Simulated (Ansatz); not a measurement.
# AlFH4OSi: a ladder of functionals and wavefunction methods

The task here is to estimate one member of a computed series from the others.

The runs use Ansatz 0.2.0, Gaussian basis; functionals in def2-TZVPP, the program's frozen cores in correlated methods.

The runs, in order: LDA (SPW92), PBE-D4, revPBE-D4, BLYP-D4, r2SCAN-D4, B97M-V, PBE0-D4, B3LYP-D4, r2SCANh-D4, r2SCAN0-D4, HSE06-D4, BHLYP-D4, CAM-B3LYP-D4, LC-ωPBE, ωB97X-V, ωB97M-V, B2PLYP, PBE-QIDH; CCSD(T)/def2-SVP; CCSD(T)/def2-TZVPP; MP2/def2-QZVPP; extrapolation to the limit; RPA on PBE.

## The geometry

All runs share one geometry, relaxed beforehand with PBE0-D4 in a triple-zeta def2 set.

8 atoms, charge 0, spin multiplicity 1.

Atoms are counted from 1 here; the program's logs count them from 0.

Bond lengths: O1–Si2 1.657 Å, O1–H5 0.958 Å, Si2–Al3 2.463 Å, Si2–H6 1.496 Å, Si2–H7 1.488 Å, Al3–F4 1.659 Å, Al3–H8 1.583 Å. Angles: Si2–O1–H5 117.0°, O1–Si2–Al3 111.1°, O1–Si2–H6 111.1°, O1–Si2–H7 106.4°, Al3–Si2–H6 109.9°, Al3–Si2–H7 112.0°, H6–Si2–H7 106.2°, Si2–Al3–F4 113.2°, Si2–Al3–H8 130.3°, F4–Al3–H8 116.4°.

Set-up of the first run:

in.yaml

```yaml
crystal:
  periodic: [false, false, false]
  atoms:
    - {symbol: O, position_ang: [-0.660184, 1.595376, -0.877577]}
    - {symbol: Si, position_ang: [0.195248, 0.881831, 0.349460]}
    - {symbol: Al, position_ang: [0.316536, -1.559314, 0.043492]}
    - {symbol: F, position_ang: [-0.769898, -2.133508, -1.070782]}
    - {symbol: H, position_ang: [-1.365986, 1.082046, -1.272336]}
    - {symbol: H, position_ang: [-0.406558, 1.199330, 1.681323]}
    - {symbol: H, position_ang: [1.542994, 1.512948, 0.342868]}
    - {symbol: H, position_ang: [1.240049, -2.635709, 0.747652]}
basis:
  gaussian: {orbitals: def2-TZVPP}
hamiltonian: {xc: lda}
output: {orbitals: {seedname: orbitals}}
```

Started as:

```bash
$ ansatz run in.yaml --threads 2 --pin off --events-out ev --progress --plain --max-ram 4352MiB
```

Among the steps run: LDA; PBE-D4 (GGA); revPBE-D4 (GGA); BLYP-D4 (GGA); r2SCAN-D4 (meta-GGA); B97M-V (meta-GGA); PBE0-D4 (hybrid); B3LYP-D4 (hybrid); r2SCANh-D4 (hybrid); r2SCAN0-D4 (hybrid); HSE06-D4 (hybrid); BHLYP-D4 (hybrid); CAM-B3LYP-D4 (range-separated); LC-ωPBE (range-separated); ωB97X-V (range-separated); ωB97M-V (range-separated); B2PLYP (double hybrid); PBE-QIDH (double hybrid).

One table of the session follows, with a row left open; its other results are not shown here.

```
  functional  HOMO (eV)  LUMO (eV)  gap (eV)
 LDA (SPW92)      -6.44      -2.73      3.70
      PBE-D4      -6.35      -2.52      3.83
   revPBE-D4      -6.31      -2.42      3.88
     BLYP-D4      -6.24      -2.40      3.85
   r2SCAN-D4      -6.61      -2.29      4.32
      B97M-V      -6.69      -2.49      4.20
     PBE0-D4      -7.53      -1.78      5.75
    B3LYP-D4      -7.35      -1.98      5.37
  r2SCANh-D4      -7.04      -2.03      5.01
  r2SCAN0-D4      -7.69      -1.65      6.04
    HSE06-D4          ?          ?         ?
    BHLYP-D4      -8.63      -1.02      7.61
CAM-B3LYP-D4      -8.83      -0.83      8.00
     LC-ωPBE     -10.10       0.25     10.36
     ωB97X-V      -9.79       0.15      9.94
     ωB97M-V      -9.54      -0.13      9.42
```

Estimate the missing values for HSE06-D4.

**Answer.** HOMO (eV): -7.13; LUMO (eV): -2.15; gap (eV): 4.98. In the column «HOMO (eV)» it lies between B3LYP-D4 (-7.35) and r2SCANh-D4 (-7.04).
